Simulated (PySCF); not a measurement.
# CH6AsNSi2: the cost of one run

The runs use PySCF 2.14.0, with density-fitted response routines of our own; the level of theory stands in each step. All values are computed, except where a source is named. Atoms count from 0, in the outputs and in this text.

## 1. The molecule as given

11 atoms, charge 0, multiplicity 1; geometry from: PBE0-D3(BJ)/def2-SVP.

Bonds of the start (Å): N0–C1 1.16, C1–Si2 1.86, Si2–As3 2.36, As3–Si4 2.38, Si2–H5 1.49, Si2–H6 1.49, As3–H7 1.53, Si4–H8 1.49, Si4–H9 1.49, Si4–H10 1.49.

## 2. Core-electron binding energies: SCAN, X2C

The job: settings as JSON, then the geometry in Å.

```
{"job": {"kind": "xps"}, "charge": 0, "multiplicity": 1}
N     -1.707664     2.552138     0.302927
C     -1.667726     1.399710     0.174923
Si    -1.518214    -0.439281    -0.055583
As     0.384890    -0.759062    -1.414035
Si     1.854225     0.153045     0.219874
H     -1.418022    -1.032647     1.307638
H     -2.760849    -0.899781    -0.734896
H      0.560713    -2.183555    -0.891287
H      3.224975    -0.356084    -0.079095
H      1.468525    -0.225964     1.612866
H      1.815287     1.635589     0.072295
```

With the program's defaults for keys left out, this is: delta-SCF UKS SCAN, pcX-2 on the ionised atom, pcseg-1 elsewhere, spin-free X2C.

Started as:

```
$ OMP_NUM_THREADS=1 python probes_run.py task.json out
```

One launch serves the whole session: the jobs run in the order shown.

**Question.** How long does this first job take on 1 thread of Arm Neoverse V1, shared host, and how much memory does it need?

About 33 s, with a peak of 0.6 GiB.
